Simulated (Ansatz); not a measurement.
**C₂H₄BrNSi: one species, many methods**

How much do the methods differ for C₂H₄BrNSi? The plan is to run it at one geometry with functionals of several rungs and with coupled cluster. The yardstick is the atomisation energy at the CCSD(T) limit.

Method: functionals in def2-TZVPP, the program's frozen cores in correlated methods; program: Ansatz 0.2.0, Gaussian basis.

Plan: LDA (SPW92), PBE-D4, revPBE-D4, BLYP-D4, r2SCAN-D4, B97M-V, PBE0-D4, B3LYP-D4, r2SCANh-D4, r2SCAN0-D4, HSE06-D4, BHLYP-D4, CAM-B3LYP-D4, LC-ωPBE, ωB97X-V, ωB97M-V, B2PLYP, PBE-QIDH; CCSD(T)/def2-SVP; CCSD(T)/def2-TZVPP; MP2/def2-QZVPP; extrapolation to the limit; RPA on PBE.

### Step 1. The relaxed structure

The geometry comes from an earlier relaxation with PBE0-D4 in a triple-zeta def2 set; it is a stationary point, not always the lowest conformer.

SMILES `Br[SiH2]C1=CN1`, 9 atoms, charge 0, spin multiplicity 1.

Atoms are counted from 1 here; the program's logs count them from 0.

Bond lengths: Br1–Si2 2.223 Å, Si2–C3 1.816 Å, Si2–H6 1.479 Å, Si2–H7 1.479 Å, C3–C4 1.281 Å, C3–N5 1.555 Å, C4–N5 1.451 Å, C4–H8 1.077 Å, N5–H9 1.024 Å. Angles: Br1–Si2–C3 108.4°, Br1–Si2–H6 107.3°, Br1–Si2–H7 108.6°, C3–Si2–H6 110.6°, C3–Si2–H7 109.6°, H6–Si2–H7 112.1°, Si2–C3–C4 160.5°, Si2–C3–N5 138.6°, C4–C3–N5 60.6°, C3–C4–N5 69.1°, C3–C4–H8 152.9°, N5–C4–H8 137.9°, C3–N5–C4 50.3°, C3–N5–H9 107.6°, C4–N5–H9 108.2°.

Coordinates:

```xyz
9

Br   -2.62380    0.99281   -0.61951
Si   -0.95608    0.71406    0.82334
C     0.35989   -0.23289    0.00459
C     1.19698   -1.16982   -0.24505
N     1.42412   -0.02735   -1.11091
H    -0.47227    2.05911    1.20114
H    -1.46116   -0.04295    1.98920
H     1.65050   -2.12674   -0.04972
H     0.97042   -0.21254   -2.01018
```

### Step 2. LDA

This LDA is Slater exchange with PW92 correlation.

in.yaml

```yaml
crystal:
  periodic: [false, false, false]
  atoms:
    - {symbol: Br, position_ang: [-2.623799, 0.992807, -0.619511]}
    - {symbol: Si, position_ang: [-0.956082, 0.714060, 0.823340]}
    - {symbol: C, position_ang: [0.359888, -0.232888, 0.004591]}
    - {symbol: C, position_ang: [1.196984, -1.169821, -0.245052]}
    - {symbol: N, position_ang: [1.424124, -0.027350, -1.110914]}
    - {symbol: H, position_ang: [-0.472273, 2.059115, 1.201141]}
    - {symbol: H, position_ang: [-1.461163, -0.042953, 1.989205]}
    - {symbol: H, position_ang: [1.650502, -2.126736, -0.049717]}
    - {symbol: H, position_ang: [0.970419, -0.212535, -2.010183]}
basis:
  gaussian: {orbitals: def2-TZVPP}
hamiltonian: {xc: lda}
output: {orbitals: {seedname: orbitals}}
```

After this run come: PBE-D4 (GGA); revPBE-D4 (GGA); BLYP-D4 (GGA); r2SCAN-D4 (meta-GGA); B97M-V (meta-GGA); PBE0-D4 (hybrid); B3LYP-D4 (hybrid); r2SCANh-D4 (hybrid); r2SCAN0-D4 (hybrid); HSE06-D4 (hybrid); BHLYP-D4 (hybrid); CAM-B3LYP-D4 (range-separated); LC-ωPBE (range-separated); ωB97X-V (range-separated); ωB97M-V (range-separated); B2PLYP (double hybrid); PBE-QIDH (double hybrid); CCSD(T) in def2-SVP; CCSD(T) in def2-TZVPP; MP2 in def2-QZVPP; RPA on PBE orbitals.

Q: Predict the results of all the runs planned. Wanted: atomisation energy, CCSD(T)/CBS; farthest beyond LDA; mean size of error, GGA; mean size of error, meta-GGA; mean size of error, hybrid; mean size of error, range-separated; mean size of error, double hybrid; gap, smallest and largest; T1 diagnostic.

**Answer**, as computed:

| quantity | value |
| --- | --- |
| atomisation energy, CCSD(T)/CBS | 3161.1 kJ/mol |
| functionals within 31.6 kJ/mol (1.0 %) | revPBE-D4, BLYP-D4, r2SCAN-D4, B97M-V, PBE0-D4, B3LYP-D4, r2SCANh-D4, HSE06-D4, CAM-B3LYP-D4, LC-ωPBE, ωB97X-V, ωB97M-V, PBE-QIDH |
| farthest beyond LDA | BHLYP-D4 (-130.9 kJ/mol) |
| mean size of error, GGA | 44.1 kJ/mol |
| mean size of error, meta-GGA | 6.8 kJ/mol |
| mean size of error, hybrid | 44.6 kJ/mol |
| mean size of error, range-separated | 10.0 kJ/mol |
| mean size of error, double hybrid | 32.6 kJ/mol |
| gap, smallest and largest | 2.73 eV (LDA (SPW92)), 10.01 eV (LC-ωPBE) |
| T1 diagnostic | 0.0103 |
| triples share of the correlation energy | 4.3 % |

What this shows: The LDA atomisation energy is off by 523.4 kJ/mol (17 %): it overbinds. PBE-D4 misses by +107.3 kJ/mol. Double hybrids carry the basis error of their MP2 part in triple zeta, and no dispersion term here, so their miss is partly the set-up's. The rungs meta-GGA, range-separated miss on average by less than the doubt on the reference (31.6 kJ/mol), so they tie. The reference freezes the cores and leaves out relativity and excitations past (T), and its outer-core shells are covered unevenly, so misses under about 31.6 kJ/mol can't be ranked. All levels share the lack of spin-orbit coupling, which lowers the free heavy atoms and so the true binding. Hartree-Fock recovers 67 % of the binding; the rest is correlation. CCSD(T) in def2-SVP is off by -230.9 kJ/mol, more than most functionals: a good method in a small basis is no reference. The gap grows from 2.7 to 10.0 eV across the functionals, mostly with the share of exact exchange. The restricted reference is unstable towards a spin-broken one. Correlated methods include outer-core shells of Br, which these sets cover unevenly.
